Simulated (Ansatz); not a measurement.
A nudged elastic band was laid between two geometries of a periodic cell of 17 atoms, TiSi16 (host Si, host structure diamond, interstitial Ti).

Computed with Ansatz 0.2.0, DFT PBE-D3(BJ), scalar-relativistic, plane waves, PAW. Settings: PAW set soft_1, cutoff 420 eV, k mesh 2x2x2, fermi-dirac smearing 0.02 eV, no spin polarisation.

```
movable images  : 5
climbing image  : yes
spring          : 2.0 eV/Å²
optimiser       : quadratic models (default)
start path      : IDPP
force threshold : 0.03 eV/Å
iteration limit : 36
end points      : relaxed
```

Image 0:

```xyz
17
Lattice="0.0000 5.4300 5.4300 5.4300 0.0000 5.4300 5.4300 5.4300 0.0000" Properties=species:S:1:pos:R:3
Si 0.001 0.038 0.041
Si 1.356 1.437 1.439
Si 2.753 2.791 0.031
Si 4.121 4.096 1.411
Si 2.753 0.032 2.793
Si 4.122 1.410 4.100
Si 5.458 2.753 2.756
Si 6.802 4.095 4.094
Si 0.055 2.757 2.754
Si 1.356 4.070 4.072
Si 2.753 5.476 2.717
Si 4.154 6.879 4.058
Si 2.752 2.715 5.478
Si 4.153 4.061 6.879
Si 5.495 5.470 5.468
Si 6.801 6.843 6.845
Ti 2.760 5.470 5.469
```

Image 6:

```xyz
17
Lattice="0.0000 5.4300 5.4300 5.4300 0.0000 5.4300 5.4300 5.4300 0.0000" Properties=species:S:1:pos:R:3
Si -0.025 0.050 0.058
Si 1.320 1.386 1.402
Si 2.658 2.731 0.060
Si 4.025 4.112 1.363
Si 2.662 0.048 2.745
Si 4.034 1.359 4.116
Si 5.431 2.713 2.716
Si 6.784 4.109 4.121
Si -0.022 2.730 2.741
Si 1.281 4.111 4.109
Si 2.622 5.513 2.706
Si 4.031 6.855 4.113
Si 2.635 2.711 5.515
Si 4.038 4.107 6.869
Si 5.437 5.508 5.523
Si 6.743 6.838 6.827
Ti 4.030 4.115 4.114
```

(1) Which bonds break or form, and what moves?

(2) What energy profile does the band end with?

(3) What is the geometry of the highest image?

The band took 6 iterations and about 8 core-minutes.

Answers

(1) Contacts lost: Si1–Ti17, Si2–Ti17, Si3–Ti17, Si5–Ti17. Contacts made: Si4–Ti17, Si6–Ti17, Si7–Ti17, Si8–Ti17. The atom that moves furthest is Ti17, by 2.30 Å; four of its nearest neighbours are Si10 2.43, Si2 2.43, Si14 2.43, Si12 2.43 Å at the first end and Si7 2.43, Si13 2.43, Si15 2.43, Si11 2.43 Å at the last.

(2) It converged. The highest image is number 3 of 0 to 6, 1.71 eV above the ends, which have the same energy within 2 meV. By the program's own check the climbing image is a first-order saddle point (lowest curvatures found: -4.32 and 0.13 eV/Å²). Limits of this set-up: coarse k mesh, a small cell, in which the defect meets its images.

```json
{"image": "0", "path coordinate (Å)": "0.00", "energy (eV)": "0.00", "Si1–Ti17 (Å)": "2.76", "Si2–Ti17 (Å)": "2.43", "Si3–Ti17 (Å)": "2.75"}
{"image": "1", "path coordinate (Å)": "0.53", "energy (eV)": "0.13", "Si1–Ti17 (Å)": "2.85", "Si2–Ti17 (Å)": "2.41", "Si3–Ti17 (Å)": "2.84"}
{"image": "2", "path coordinate (Å)": "1.06", "energy (eV)": "1.04", "Si1–Ti17 (Å)": "3.13", "Si2–Ti17 (Å)": "2.69", "Si3–Ti17 (Å)": "3.12"}
{"image": "3", "path coordinate (Å)": "1.60", "energy (eV)": "1.71", "Si1–Ti17 (Å)": "3.51", "Si2–Ti17 (Å)": "3.20", "Si3–Ti17 (Å)": "3.51"}
{"image": "4", "path coordinate (Å)": "2.13", "energy (eV)": "1.04", "Si1–Ti17 (Å)": "3.93", "Si2–Ti17 (Å)": "3.77", "Si3–Ti17 (Å)": "3.93"}
{"image": "5", "path coordinate (Å)": "2.66", "energy (eV)": "0.13", "Si1–Ti17 (Å)": "4.32", "Si2–Ti17 (Å)": "4.30", "Si3–Ti17 (Å)": "4.32"}
{"image": "6", "path coordinate (Å)": "3.20", "energy (eV)": "0.00", "Si1–Ti17 (Å)": "4.49", "Si2–Ti17 (Å)": "4.69", "Si3–Ti17 (Å)": "4.49"}
```

(3) 
```xyz
17
Lattice="0.0000 5.4300 5.4300 5.4300 0.0000 5.4300 5.4300 5.4300 0.0000" Properties=species:S:1:pos:R:3
Si -0.011 -0.029 -0.025
Si 1.543 1.209 1.213
Si 2.785 2.759 -0.029
Si 4.001 4.178 1.391
Si 2.782 -0.031 2.765
Si 4.000 1.388 4.185
Si 5.241 2.937 2.943
Si 6.795 4.176 4.181
Si 0.184 2.572 2.572
Si 1.225 4.005 4.009
Si 2.604 5.576 2.627
Si 4.182 6.953 4.003
Si 2.603 2.627 5.581
Si 4.178 4.003 6.956
Si 5.559 5.573 5.577
Si 6.600 7.008 7.011
Ti 3.392 4.790 4.791
```

Run time: 7.6 min on 1 thread of Arm Neoverse V1, on a shared host, peak memory 0.91 GiB.
